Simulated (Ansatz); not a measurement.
Zn3P:

```
Zn P
1.0
     3.97552    0.00000    0.00000
     0.00000    3.97552    0.00000
     0.00000    0.00000    3.97552
Zn P
3 1
Direct
  0.50000 0.50000 0.00000
  0.50000 0.00000 0.50000
  0.00000 0.50000 0.50000
  0.00000 0.00000 0.00000
```

The cell comes from a database or a generator and needn't be the stable form of this composition.

| Quantity | Value |
| --- | --- |
| Program | Ansatz 0.2.0 |
| Task | single point |
| Functional | PBE |
| Potentials or basis | Ansatz PAW |
| Cutoff | 420 eV (not typed: the program's choice for these potentials) |
| k mesh | 7 × 7 × 7 |
| Occupations | fermi-dirac, width 0.05 eV |
| Spin | no spin polarisation |

On this cell: pressure -0.9 GPa; largest force zero by symmetry; band gap on the k mesh none (metal or under the smearing width).

The same run follows on a disturbed copy (atoms moved at random, drawn with an rms of 0.05 Å):

```
Zn P
1.0
     3.97552    0.00000    0.00000
     0.00000    3.97552    0.00000
     0.00000    0.00000    3.97552
Zn P
3 1
Direct
  0.51229 0.50460 0.99853
  0.50346 0.00167 0.50243
  0.99755 0.50260 0.49446
  0.99469 0.99696 0.00276
```

Task: What does the disturbed cell give?

Result: The energy (extrapolated to zero smearing) moves by +1.2 meV/atom; pressure -0.8 GPa; largest force 0.171 eV/Å; band gap on the k mesh none (metal or under the smearing width).

Forces in eV/Å, atoms in the order of the input:
```
Zn  -0.113 -0.030 -0.030
Zn  -0.085  0.059 -0.004
Zn   0.168 -0.023  0.021
P    0.030 -0.006  0.012
```

Stress tensor (GPa, compression positive):
```
-0.76  0.07  0.01
 0.07 -0.79 -0.04
 0.01 -0.04 -0.75
```
